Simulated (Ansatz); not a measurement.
# CH6GeO (SMILES C[O][GeH3]) at PBE/cc-pVDZ

What is the electronic atomisation energy of CH6GeO at PBE/cc-pVDZ? 

The calculation is run with Ansatz 0.2.0.

64 further runs of the same task are left out: 64 set aside as unsound or not needed.

## (1) The system as given

CH6GeO has 9 atoms, charge 0, and is taken as a singlet. As SMILES, `C[O][GeH3]`. The shape is that of a PBE0-D4/def2-TZVP optimisation.

Bond lengths: C1–O2 1.406 Å, O2–Ge3 1.779 Å, C1–H4 1.093 Å, C1–H5 1.099 Å, C1–H6 1.099 Å, Ge3–H7 1.542 Å, Ge3–H8 1.531 Å, Ge3–H9 1.542 Å. Some angles: C1–O2–Ge3 117.8°, O2–C1–H4 108.1°, O2–C1–H5 112.2°, O2–C1–H6 112.2°, O2–Ge3–H7 108.9°, O2–Ge3–H8 104.9°, O2–Ge3–H9 108.9°, H4–C1–H5 108.0°, H4–C1–H6 108.0°, H5–C1–H6 108.1°.

## (2) The energy at PBE/cc-pVDZ

run.yaml

```yaml
crystal:
  periodic: [false, false, false]
  atoms:
    - {symbol: C, position_ang: [-0.461600, 0.939500, -0.879600]}
    - {symbol: O, position_ang: [-0.657300, -0.383600, -0.447300]}
    - {symbol: Ge, position_ang: [0.409500, -1.004400, 0.834300]}
    - {symbol: H, position_ang: [-1.194400, 1.152600, -1.661500]}
    - {symbol: H, position_ang: [0.540900, 1.094500, -1.301500]}
    - {symbol: H, position_ang: [-0.607700, 1.666800, -0.069200]}
    - {symbol: H, position_ang: [1.870200, -0.939000, 0.345100]}
    - {symbol: H, position_ang: [-0.054100, -2.444000, 1.070300]}
    - {symbol: H, position_ang: [0.242900, -0.128600, 2.092200]}
basis:
  gaussian: {orbitals: cc-pVDZ}
hamiltonian: {xc: {name: PBE}}
accuracy: high
output: {orbitals: {seedname: orbitals}}
```

Launch:

```console
$ ansatz run run.yaml --threads 1 --pin off --max-ram 3480MiB --events-out events.jsonl --progress --plain --runs-dir runs
```

Output:

```text
Warning: RAYON_NUM_THREADS=1 ignored (pool sized by the plan → 1); use --threads N
Functional definition: PBE
  name "PBE"
  parameter kappa = 0.804
  parameter beta = 0.06672455060314922
  exchange = pbe_x(kappa = kappa, mu = beta*pi^2/3)
  correlation = pbe_c(beta = beta)
2014 factors; integrals over basis functions are off by at most 4.4e-9 eV
mean field evaluation 1: about -59680.4215 eV, gradient 5.2e1 eV
mean field evaluation 2: about -59648.2951 eV, gradient 1.3e2 eV
mean field evaluation 4: about -59686.2003 eV, gradient 1.0e1 eV
mean field evaluation 8: about -59686.4035 eV, gradient 2.4e-1 eV
mean field evaluation 16: about -59686.4036 eV, gradient 1.2e-5 eV
mean field -59686.40358229 eV, -2193.4348747517 hartree, gradient 2.4e-8 eV, S^2 0.000000; 0 other end points of the search recorded, 0 dependent functions left out
reference -59686.40358580 eV, -2193.4348748808 hartree; 26, 26 occupied and 59, 59 virtual orbitals, 2014 factors
Total energy: -59686.40358580 eV, -2193.4348748808 hartree
```

Run time: 6 s. Hardware: 1 thread of Arm Neoverse V2, shared host; peak memory 0.22 GiB.

## (3) The C atom at the same level

input.yaml

```yaml
crystal:
  periodic: [false, false, false]
  atoms:
    - {symbol: C, position_ang: [0.000000, 0.000000, 0.000000]}
basis:
  gaussian:
    orbitals: cc-pVDZ
accuracy: high
magnetization:
  spin_polarized: true
  initial_magnetization: 2
hamiltonian:
  xc: {name: PBE}
```

Run the same way, it converges to -37.78854 Eh (log not shown).

## (4) The Ge atom

in.yaml

```yaml
basis:
  gaussian:
    orbitals: cc-pVDZ
crystal:
  periodic: [false, false, false]
  atoms:
    - {symbol: Ge, position_ang: [0.000000, 0.000000, 0.000000]}
magnetization:
  spin_polarized: true
  initial_magnetization: 2
hamiltonian:
  xc: {name: PBE}
accuracy: high
```

Run the same way, it converges to -2076.57337 Eh (log not shown).

## (5) The H atom

in.yaml

```yaml
crystal:
  periodic: [false, false, false]
  atoms:
    - {symbol: H, position_ang: [0.000000, 0.000000, 0.000000]}
basis:
  gaussian:
    orbitals: cc-pVDZ
magnetization:
  spin_polarized: true
  initial_magnetization: 1
hamiltonian:
  xc: {name: PBE}
accuracy: high
```

Run the same way, it converges to -0.49863 Eh (log not shown).

## (6) The O atom, same level

run.yaml

```yaml
crystal:
  periodic: [false, false, false]
  atoms:
    - {symbol: O, position_ang: [0.000000, 0.000000, 0.000000]}
basis:
  gaussian: {orbitals: cc-pVDZ}
magnetization: {spin_polarized: true, initial_magnetization: 2}
hamiltonian: {xc: {name: PBE}}
accuracy: high
```

Run the same way, it converges to -74.98142 Eh (log not shown).

## (7) What came out

At PBE/cc-pVDZ:

```
                     quantity           value
       molecule: total energy  -2193.43487 Eh
        molecule: HOMO energy        -5.94 eV
        molecule: LUMO energy        -0.28 eV
      molecule: HOMO–LUMO gap         5.66 eV
         C atom: total energy    -37.78854 Eh
                 C atom: ⟨S²⟩           2.002
        Ge atom: total energy  -2076.57337 Eh
                Ge atom: ⟨S²⟩           2.002
         H atom: total energy     -0.49863 Eh
                 H atom: ⟨S²⟩           0.750
         O atom: total energy    -74.98142 Eh
                 O atom: ⟨S²⟩           2.002
electronic atomisation energy       29.927 eV
```

Taking the molecule apart into free atoms costs 29.93 eV (2887 kJ/mol), before zero-point energy and without spin-orbit coupling.
